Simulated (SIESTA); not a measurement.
Crystal: Sr2AlBiO6.

```xyz
10
Lattice="0.0000 4.0318 4.0318 4.0318 0.0000 4.0318 4.0318 4.0318 0.0000" Properties=species:S:1:pos:R:3 pbc="T T T"
Bi    4.0318    4.0318    4.0318
Sr    6.0477    6.0477    6.0477
Sr    2.0159    2.0159    2.0159
Al    0.0000    0.0000    0.0000
O     4.0318    4.0318    6.1392
O     4.0318    4.0318    1.9244
O     4.0318    6.1392    4.0318
O     4.0318    1.9244    4.0318
O     6.1392    4.0318    4.0318
O     1.9244    4.0318    4.0318
```

The cell comes from a database or a generator and needn't be the stable form of this composition.

```yaml
Program: SIESTA 5.4.2
Task: single point
Functional: PBE
Potentials_or_basis: PseudoDojo 0.4 standard (PBE files)
Basis: DZP (energy shift 0.003 Ry; two zetas on semicore shells; d shell added on Sr)
Grid_cutoff: 800 Ry
Energy_shift: 0.003 Ry
k_mesh: 6 × 6 × 6
Occupations: fermi-dirac, width 0.05 eV
Spin: no spin polarisation
```

On this cell: pressure 2.1 GPa; largest force 0.260 eV/Å; band gap on the k mesh none (metal or under the smearing width).

The same run follows on a disturbed copy (atoms moved at random, drawn with an rms of 0.05 Å):

```xyz
10
Lattice="0.0000 4.0318 4.0318 4.0318 0.0000 4.0318 4.0318 4.0318 0.0000" Properties=species:S:1:pos:R:3 pbc="T T T"
Bi    4.0196    4.0228    4.0341
Sr    6.0405    6.0349    5.9918
Sr    2.0063    2.0267    2.0315
Al   -0.0098   -0.0057    0.0179
O     4.0766    4.0324    6.1712
O     4.0379    4.0362    1.9407
O     4.0708    6.1166    4.0034
O     4.0425    1.8969    4.0422
O     6.1098    4.0337    3.9922
O     1.9016    4.0466    4.0013
```

What does the disturbed cell give?

The energy (extrapolated to zero smearing) moves by +5.3 meV/atom; pressure 2.3 GPa; largest force 0.791 eV/Å; band gap on the k mesh none (metal or under the smearing width).

Forces on the atoms (eV/Å):
```
Bi  -0.281 -0.292  0.469
Sr  -0.027 -0.012  0.295
Sr  -0.079 -0.089 -0.045
Al  -0.128 -0.137 -0.103
O   -0.129  0.003 -0.412
O   -0.121 -0.156 -0.680
O   -0.077  0.617  0.150
O   -0.171  0.229  0.057
O    0.782 -0.075  0.090
O    0.228 -0.091  0.185
```

Stress tensor (GPa, compression positive):
```
 2.49  0.30  0.16
 0.30  2.28 -0.06
 0.16 -0.06  2.11
```

Caveats: spin-orbit coupling is left out, which moves the levels of the heavy elements; the basis of atomic orbitals isn't converged, which shifts pressures, moduli and gaps.
